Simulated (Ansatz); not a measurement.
# CH4AlBOS: the cost of one run

All numbers are computed with the Python package of Ansatz 0.2.0. The levels of theory stand in the script.

### 1 The system

Bond lengths: B1–C2 1.501 Å, C2–O3 1.204 Å, C2–S4 1.853 Å, S4–Al5 2.315 Å, B1–H6 1.252 Å, B1–H7 1.171 Å, Al5–H8 1.573 Å, Al5–H9 1.564 Å. Angles: B1–C2–O3 117.9°, B1–C2–S4 122.4°, O3–C2–S4 119.6°, C2–B1–H6 120.8°, C2–B1–H7 123.7°, H6–B1–H7 115.5°, C2–S4–Al5 91.5°, S4–Al5–H8 120.0°, S4–Al5–H9 117.2°, H8–Al5–H9 122.8°.

No structure file is read: the coordinates are typed or built in the script.

### 2 Script

Input file methods_ch4albos.py:

```python
"""One geometry of CH4AlBOS, method by method."""

from pathlib import Path
import warnings

import ansatz
import numpy as np

warnings.simplefilter("ignore", ansatz.DeckWarning)

geometry_ang = [
    ("B", [-1.0791, 0.5368, 1.3125]),
    ("C", [0.2758, -0.0638, 1.0723]),
    ("O", [0.5311, -1.1107, 1.609]),
    ("S", [1.561, 0.7681, 0.0278]),
    ("Al", [0.8468, -0.3634, -1.8611]),
    ("H", [-1.4069, 1.6164, 0.7706]),
    ("H", [-1.8945, 0.0482, 1.9968]),
    ("H", [-0.2746, 0.2579, -2.7734]),
    ("H", [1.5289, -1.7357, -2.1717]),
]
geometry = ansatz.Crystal.molecule()
for symbol, xyz in geometry_ang:
    geometry = geometry.atom(symbol, xyz)

calculation = geometry.calculation().basis(gaussian="def2-SVP")

print("functional    E (Ha)        dipole (D)   HOMO (eV)  LUMO (eV)")
for name in ["blyp", "hf", "lc_wpbe", "hse06", "pbe0", "revpbe"]:
    data = calculation.functional(name).forces().orbitals().run(threads=1, backend="cpu", runs_dir="runs").report
    lines = Path(data["orbitals_path"]).read_text().splitlines()
    field_of = lambda key: [line.split("=")[1].strip() for line in lines if line.startswith(key)]
    orbitals = [(27.211386 * float(e), s, float(n)) for e, s, n in zip(field_of("Ene="), field_of("Spin="), field_of("Occup="))]
    homo = max(e for e, _, n in orbitals if n > 0.5)
    lumo = min(e for e, _, n in orbitals if n < 0.5)
    dipole = 4.803205 * np.linalg.norm(data["charge_distribution"]["dipole_moment_e_ang"])
    print(f"{name:10s} {data['free_energy_ev'] / 27.211386246:14.6f} {dipole:9.3f} {homo:11.3f} {lumo:10.3f}")
```

### 3 The calls as engine input

The package turns the script's settings into the engine's input (first run):

```yaml
crystal:
  periodic: [false, false, false]
  atoms:
    - { symbol: B, position_ang: [-1.0791, 0.5368, 1.3125] }
    - { symbol: C, position_ang: [0.2758, -0.0638, 1.0723] }
    - { symbol: O, position_ang: [0.5311, -1.1107, 1.609] }
    - { symbol: S, position_ang: [1.561, 0.7681, 0.0278] }
    - { symbol: Al, position_ang: [0.8468, -0.3634, -1.8611] }
    - { symbol: H, position_ang: [-1.4069, 1.6164, 0.7706] }
    - { symbol: H, position_ang: [-1.8945, 0.0482, 1.9968] }
    - { symbol: H, position_ang: [-0.2746, 0.2579, -2.7734] }
    - { symbol: H, position_ang: [1.5289, -1.7357, -2.1717] }
basis:
  gaussian:
    orbitals: def2-SVP
hamiltonian:
  xc: blyp
output:
  orbitals: {}
  forces: true
```

### 4 Running it

Started as:

```bash
python methods_ch4albos.py
```

**Question.** How long does this script take on 1 thread of Arm Neoverse V1, shared host, and how much memory does it need?

About 25 s, with a peak of 0.27 GiB.
